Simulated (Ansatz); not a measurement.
# GaH₂Cl (built from SMILES [Cl][GaH2]): a barrier at many levels of theory

How high is the barrier of this step (Cl2–H3 formed, Ga1–Cl2 broken, Ga1–H3 broken), and how far do cheaper methods land from CCSD(T)?

Program: Ansatz 0.2.0, Gaussian basis. Level of theory: single points in def2-TZVPP on PBE0-D4/def2-TZVP structures. These are calculated values, not measurements.

Levels: SPW92, PBE-D4, BLYP-D4, r2SCAN-D4, B97M-V, PBE0-D4, B3LYP-D4, r2SCAN0-D4, BHLYP-D4, CAM-B3LYP-D4, wB97X-V, wB97M-V, B2PLYP, PBE-QIDH, RPA on PBE, Hartree-Fock, MP2, CCSD, CCSD(T). The reference is CCSD(T) at the basis limit, from triple and quadruple zeta. Zero-point energies come from PBE0-D4 vibrations.

Cores are frozen in the correlated methods. Filled d shells of the heavier atoms are correlated. B3LYP uses VWN-RPA correlation. B2PLYP carries no dispersion term here.

42 further runs of the same task are left out: 42 set aside as unsound or not needed.

## 1. The three structures

Charge 0, multiplicity 1. The folders r, ts and p hold the start, the saddle and the end; their coordinates stand in the first inputs.

```tsv
pair	r (Å)	ts (Å)	p (Å)
Cl2–H3	3.143	1.639	1.282
Ga1–Cl2	2.149	2.597	2.959
Ga1–H3	1.556	1.671	3.462
```

## 2. SPW92/def2-TZVPP

File r/in.yaml:

```yaml
crystal:
  periodic: [false, false, false]
  atoms:
    - {symbol: Ga, position_ang: [-0.158078, 0.106176, -0.079294]}
    - {symbol: Cl, position_ang: [1.486827, -0.999720, 0.750261]}
    - {symbol: H, position_ang: [-0.039400, 0.427122, -1.597218]}
    - {symbol: H, position_ang: [-1.289348, 0.466422, 0.926351]}
basis:
  gaussian: {orbitals: def2-TZVPP}
hamiltonian: {xc: lda}
```

File ts/in.yaml:

```yaml
crystal:
  periodic: [false, false, false]
  atoms:
    - {symbol: Ga, position_ang: [-0.717511, 0.449586, -0.233159]}
    - {symbol: Cl, position_ang: [1.507802, -0.846055, 0.101061]}
    - {symbol: H, position_ang: [0.636974, -0.078468, -1.056250]}
    - {symbol: H, position_ang: [-1.427266, 0.474937, 1.188448]}
basis:
  gaussian: {orbitals: def2-TZVPP}
hamiltonian: {xc: lda}
```

File p/in.yaml:

```yaml
crystal:
  periodic: [false, false, false]
  atoms:
    - {symbol: Ga, position_ang: [-1.410884, 0.820824, -0.208666]}
    - {symbol: Cl, position_ang: [1.159568, -0.630995, -0.000216]}
    - {symbol: H, position_ang: [1.601374, -0.566302, -1.201596]}
    - {symbol: H, position_ang: [-1.350059, 0.376472, 1.410578]}
basis:
  gaussian: {orbitals: def2-TZVPP}
hamiltonian: {xc: lda}
```

The same command starts each run, in its folder.

Command:

```sh
$ ansatz run in.yaml --threads 2 --pin off --events-out ev --progress --plain --max-ram 4352MiB
```

Further steps of the session: PBE-D4/def2-TZVPP; BLYP-D4/def2-TZVPP; r2SCAN-D4/def2-TZVPP; B97M-V/def2-TZVPP; PBE0-D4/def2-TZVPP; B3LYP-D4/def2-TZVPP; r2SCAN0-D4/def2-TZVPP; BHLYP-D4/def2-TZVPP; CAM-B3LYP-D4/def2-TZVPP; wB97X-V/def2-TZVPP; wB97M-V/def2-TZVPP; B2PLYP/def2-TZVPP; PBE-QIDH/def2-TZVPP; RPA on PBE/def2-TZVPP; CCSD(T)/def2-TZVPP; MP2/def2-QZVPP; Vibrations of the start structure; Vibrations of the end structure.

Before running it: what results should come out? Wanted: barrier, CCSD(T)/CBS; reverse barrier, CCSD(T)/CBS; step energy, CCSD(T)/CBS; barrier with zero-point energy; step energy with zero-point energy; imaginary mode at the saddle; largest T1 diagnostic.

The runs gave:

| quantity | value |
| --- | --- |
| barrier, CCSD(T)/CBS | 239.4 kJ/mol |
| reverse barrier, CCSD(T)/CBS | 55.4 kJ/mol |
| step energy, CCSD(T)/CBS | +184.0 kJ/mol |
| barrier with zero-point energy | 230.1 kJ/mol |
| step energy with zero-point energy | +179.7 kJ/mol |
| imaginary mode at the saddle | 911i cm⁻¹ |
| largest T1 diagnostic | 0.015 |

**Reading.** The functionals run from CAM-B3LYP-D4, off by +2.0 kJ/mol, to SPW92, off by -48.4 kJ/mol, against CCSD(T)/CBS. By rung, the mean size of the error is: LDA 48.4, GGA 46.4, meta-GGA 11.8, hybrid 13.2, range-separated hybrid 8.3, double hybrid 10.5 kJ/mol. PBE-D4 gives a barrier 44.9 kJ/mol too low, outside chemical accuracy (1 kcal/mol, 4.2 kJ/mol). Every functional without exact exchange puts the barrier too low, the usual mark of self-interaction error, which favours the spread-out density of a saddle. The barrier rises with the share of exact exchange, from BLYP-D4 through B3LYP-D4 to BHLYP-D4 (-47.9, -21.4, +15.8 kJ/mol). Hartree-Fock, with no correlation, is off by +70.5 kJ/mol. Zero-point motion lowers the barrier by 9.3 kJ/mol. The restricted Hartree–Fock reference is unstable towards an unrestricted one at one or more of these structures.
